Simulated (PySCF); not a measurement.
# BBrH5P: core binding energies at several levels of theory, part 2 of 2

PySCF 2.14.0. Atoms count from 0. The steps go on from the part before.

### 8 Core-electron binding energies: SCAN, X2C

The job: settings as JSON, then the geometry in Å.

```
{"job": {"kind": "xps", "basis": "def2-TZVP"}, "charge": 0, "multiplicity": 1}
P      0.372769     0.167782     0.503998
B     -1.482343    -0.419669     0.424378
Br    -2.459892     1.289620     0.868395
H      0.791256     0.694391     1.746901
H      1.404129    -0.769192     0.235306
H      0.715827     1.220742    -0.373958
H     -1.593727    -1.272238     1.281000
H     -1.662297    -0.788471    -0.717569
```

Method: delta-SCF UKS SCAN, def2-TZVP on the ionised atom, pcseg-1 elsewhere, spin-free X2C.

The log of the run:

```text
ground state, core basis on atom 0 (P), 103 functions
  cycle   1  E = -2968.59167867  |g| = 2.75e-01
  cycle   2  E = -2968.58087113  |g| = 3.28e-01
  cycle   3  E = -2968.62336447  |g| = 3.48e-02
  cycle   4  E = -2968.62368401  |g| = 1.55e-02
  cycle   5  E = -2968.62374790  |g| = 4.87e-03
  cycle   6  E = -2968.62375268  |g| = 1.75e-03
  cycle   7  E = -2968.62375360  |g| = 2.43e-04
  E(ground) = -2968.76192283 Eh
hole in P 1s of atom 0
  cycle   1  E = -2888.37261647  |g| = 3.19e+00
  cycle   2  E = -2884.49648154  |g| = 2.69e+00
  cycle   3  E = -2883.98749073  |g| = 2.19e+00
  cycle   4  E = -2889.23215880  |g| = 4.42e-01
  cycle   5  E = -2889.25805531  |g| = 4.35e-01
  cycle   6  E = -2889.37912681  |g| = 5.54e-02
  cycle   7  E = -2889.38067261  |g| = 3.49e-02
  cycle   8  E = -2889.38163050  |g| = 5.64e-03
  cycle   9  E = -2889.38164770  |g| = 1.24e-03
  cycle  10  E = -2889.38165298  |g| = 3.41e-04
  E(ion) = -2889.52078160 Eh   <S^2> = 0.7518   hole on atom = 1.000   binding energy = 2156.261 eV
hole in P 2p of atom 0
  cycle   1  E = -2963.12501074  |g| = 1.33e+00
  cycle   2  E = -2959.49073558  |g| = 2.27e+00
  cycle   3  E = -2963.11498406  |g| = 6.87e-01
  cycle   4  E = -2963.49204046  |g| = 1.02e-01
  cycle   5  E = -2963.49274869  |g| = 8.43e-02
  cycle   6  E = -2963.49794940  |g| = 2.80e-02
  cycle   7  E = -2963.49850779  |g| = 6.88e-03
  cycle   8  E = -2963.49853851  |g| = 2.40e-03
  cycle   9  E = -2963.49854237  |g| = 6.92e-04
  cycle  10  E = -2963.49854227  |g| = 2.78e-04
  E(ion) = -2963.64870625 Eh   <S^2> = 0.7534   hole on atom = 1.002   binding energy = 139.138 eV
  2p3/2 = 138.923 eV   2p1/2 = 139.797 eV
ground state, core basis on atom 1 (B), 101 functions
  cycle   1  E = -2968.59704018  |g| = 4.19e-02
  cycle   2  E = -2968.59661004  |g| = 5.16e-02
  cycle   3  E = -2968.59748344  |g| = 8.39e-03
  cycle   4  E = -2968.59750435  |g| = 2.19e-03
  cycle   5  E = -2968.59750400  |g| = 3.27e-04
  E(ground) = -2968.76661280 Eh
hole in B 1s of atom 1
  cycle   1  E = -2960.99245345  |g| = 1.15e+00
  cycle   2  E = -2960.09088792  |g| = 1.55e+00
  cycle   3  E = -2961.30604949  |g| = 3.92e-01
  cycle   4  E = -2961.39790912  |g| = 1.18e-01
  cycle   5  E = -2961.40681192  |g| = 3.08e-02
  cycle   6  E = -2961.40753850  |g| = 9.21e-03
  cycle   7  E = -2961.40763414  |g| = 4.69e-03
  cycle   8  E = -2961.40767812  |g| = 2.47e-03
  cycle   9  E = -2961.40769155  |g| = 1.20e-03
  cycle  10  E = -2961.40769815  |g| = 3.13e-04
  E(ion) = -2961.57646595 Eh   <S^2> = 0.7822   hole on atom = 1.000   binding energy = 195.654 eV
```

Run time: 9.2 s. Hardware: 1 thread of Arm Neoverse V1, shared host; peak memory 0.46 GiB.

The holes in one table. −ε is the ground-state orbital energy:

```
     hole  stands for                  environment  ΔSCF (eV; 2p as the shell's mean)  −ε (eV)   ⟨S²⟩
P1s on P0          P0  phosphorus bonded to B, 3 H                            2156.26   2095.8  0.752
P2p on P0          P0  phosphorus bonded to B, 3 H                             139.21    127.8  0.753
B1s on B1          B1   boron bonded to Br, P, 2 H                             195.65    180.0  0.782
```

With the spin-orbit splitting: P0 2p3/2 138.92, 2p1/2 139.80 eV. The table gives each 2p level as the mean over the whole 2p shell (two parts 2p3/2, one part 2p1/2), which differs a little from the single hole in the log.

### 9 Core holes by ΔSCF: SCAN, non-relativistic

Settings changed since step 8:

```diff
@@ -1,2 +1,2 @@
-{"job": {"kind": "xps", "basis": "def2-TZVP"}, "charge": 0, "multiplicity": 1}
+{"job": {"kind": "xps", "x2c": false}, "charge": 0, "multiplicity": 1}
 P      0.372769     0.167782     0.503998
```

With the program's defaults for keys left out, this is: delta-SCF UKS SCAN, pcX-2 on the ionised atom, pcseg-1 elsewhere, non-relativistic.

The log of the run:

```text
ground state, core basis on atom 0 (P), 126 functions
  cycle   1  E = -2943.06189065  |g| = 4.28e-01
  cycle   2  E = -2943.05182950  |g| = 3.22e-01
  cycle   3  E = -2943.08506636  |g| = 1.28e-01
  cycle   4  E = -2943.09024021  |g| = 3.35e-02
  cycle   5  E = -2943.09062455  |g| = 7.40e-03
  cycle   6  E = -2943.09064118  |g| = 2.06e-03
  cycle   7  E = -2943.09063849  |g| = 4.24e-04
  E(ground) = -2943.22708556 Eh
hole in P 1s of atom 0
  cycle   1  E = -2863.08274957  |g| = 4.68e+00
  cycle   2  E = -2859.32699010  |g| = 2.97e+00
  cycle   3  E = -2852.76434269  |g| = 3.25e+00
  cycle   4  E = -2863.92939883  |g| = 6.41e-01
  cycle   5  E = -2864.10828690  |g| = 3.94e-01
  cycle   6  E = -2864.20026990  |g| = 1.32e-01
  cycle   7  E = -2864.21053109  |g| = 4.62e-02
  cycle   8  E = -2864.21239802  |g| = 1.00e-02
  cycle   9  E = -2864.21245067  |g| = 2.58e-03
  cycle  10  E = -2864.21245333  |g| = 8.85e-04
  cycle  11  E = -2864.21245517  |g| = 1.43e-04
  E(ion) = -2864.34849285 Eh   <S^2> = 0.7519   hole on atom = 1.000   binding energy = 2146.396 eV
hole in P 2p of atom 0
  cycle   1  E = -2937.59564902  |g| = 1.37e+00
  cycle   2  E = -2934.07563172  |g| = 2.30e+00
  cycle   3  E = -2937.58896104  |g| = 7.07e-01
  cycle   4  E = -2937.96889065  |g| = 1.10e-01
  cycle   5  E = -2937.96957587  |g| = 8.41e-02
  cycle   6  E = -2937.97435587  |g| = 3.49e-02
  cycle   7  E = -2937.97521189  |g| = 7.92e-03
  cycle   8  E = -2937.97524941  |g| = 3.00e-03
  cycle   9  E = -2937.97525434  |g| = 7.04e-04
  cycle  10  E = -2937.97525359  |g| = 3.05e-04
  E(ion) = -2938.12269695 Eh   <S^2> = 0.7536   hole on atom = 1.002   binding energy = 138.897 eV
  2p3/2 = 138.676 eV   2p1/2 = 139.557 eV
ground state, core basis on atom 1 (B), 115 functions
  cycle   1  E = -2943.05125060  |g| = 5.16e-02
  cycle   2  E = -2943.05076447  |g| = 5.48e-02
  cycle   3  E = -2943.05172114  |g| = 1.27e-02
  cycle   4  E = -2943.05176870  |g| = 4.58e-03
  cycle   5  E = -2943.05177012  |g| = 4.55e-04
  E(ground) = -2943.21956194 Eh
hole in B 1s of atom 1
  cycle   1  E = -2935.44815685  |g| = 1.17e+00
  cycle   2  E = -2934.47300852  |g| = 1.71e+00
  cycle   3  E = -2935.80665390  |g| = 3.34e-01
  cycle   4  E = -2935.86437560  |g| = 1.40e-01
  cycle   5  E = -2935.87653669  |g| = 2.81e-02
  cycle   6  E = -2935.87704212  |g| = 1.07e-02
  cycle   7  E = -2935.87715726  |g| = 5.05e-03
  cycle   8  E = -2935.87718702  |g| = 2.68e-03
  cycle   9  E = -2935.87720155  |g| = 1.36e-03
  cycle  10  E = -2935.87720102  |g| = 3.96e-04
  E(ion) = -2936.04414070 Eh   <S^2> = 0.7858   hole on atom = 1.000   binding energy = 195.253 eV
```

It took 9.9 s on 1 thread of Arm Neoverse V1, shared host; peak memory 0.46 GiB.

Binding energies by hole, beside the orbital energy of the ground state; the difference holds orbital relaxation and, for a density functional, its self-interaction error:

| hole | stands for | environment | ΔSCF (eV; 2p as the shell's mean) | −ε (eV) | ⟨S²⟩ |
| --- | --- | --- | --- | --- | --- |
| P1s on P0 | P0 | phosphorus bonded to B, 3 H | 2146.40 | 2089.1 | 0.752 |
| P2p on P0 | P0 | phosphorus bonded to B, 3 H | 138.97 | 127.8 | 0.754 |
| B1s on B1 | B1 | boron bonded to Br, P, 2 H | 195.25 | 180.0 | 0.786 |

With the spin-orbit splitting: P0 2p3/2 138.68, 2p1/2 139.56 eV. The table gives each 2p level as the mean over the whole 2p shell (two parts 2p3/2, one part 2p1/2), which differs a little from the single hole in the log.

### 10 What came out

The summary covers parts 1 to 2.

```
                                          quantity          value
                  P1s binding energies, SCAN/pcX-2  P0 2152.24 eV
                  P2p binding energies, SCAN/pcX-2   P0 138.92 eV
                  B1s binding energies, SCAN/pcX-2   B1 195.30 eV
                 P1s binding energies, B3LYP/pcX-2  P0 2150.53 eV
                 P2p binding energies, B3LYP/pcX-2   P0 138.78 eV
                 B1s binding energies, B3LYP/pcX-2   B1 195.48 eV
                  P1s binding energies, PBE0/pcX-2  P0 2149.81 eV
                  P2p binding energies, PBE0/pcX-2   P0 138.53 eV
                  B1s binding energies, PBE0/pcX-2   B1 194.87 eV
                   P1s binding energies, PBE/pcX-2  P0 2148.41 eV
                   P2p binding energies, PBE/pcX-2   P0 138.03 eV
                   B1s binding energies, PBE/pcX-2   B1 194.49 eV
                    P1s binding energies, HF/pcX-2  P0 2153.49 eV
                    P2p binding energies, HF/pcX-2   P0 138.71 eV
                    B1s binding energies, HF/pcX-2   B1 195.18 eV
                  P1s binding energies, SCAN/pcX-1  P0 2152.32 eV
                  P2p binding energies, SCAN/pcX-1   P0 139.11 eV
                  B1s binding energies, SCAN/pcX-1   B1 195.28 eV
              P1s binding energies, SCAN/def2-TZVP  P0 2156.26 eV
              P2p binding energies, SCAN/def2-TZVP   P0 139.21 eV
              B1s binding energies, SCAN/def2-TZVP   B1 195.65 eV
P1s binding energies, SCAN/pcX-2, non-relativistic  P0 2146.40 eV
P2p binding energies, SCAN/pcX-2, non-relativistic   P0 138.97 eV
B1s binding energies, SCAN/pcX-2, non-relativistic   B1 195.25 eV
```

Single values in the summary come from the first sound run of each kind (SCAN/pcX-2), which need not be the best level.
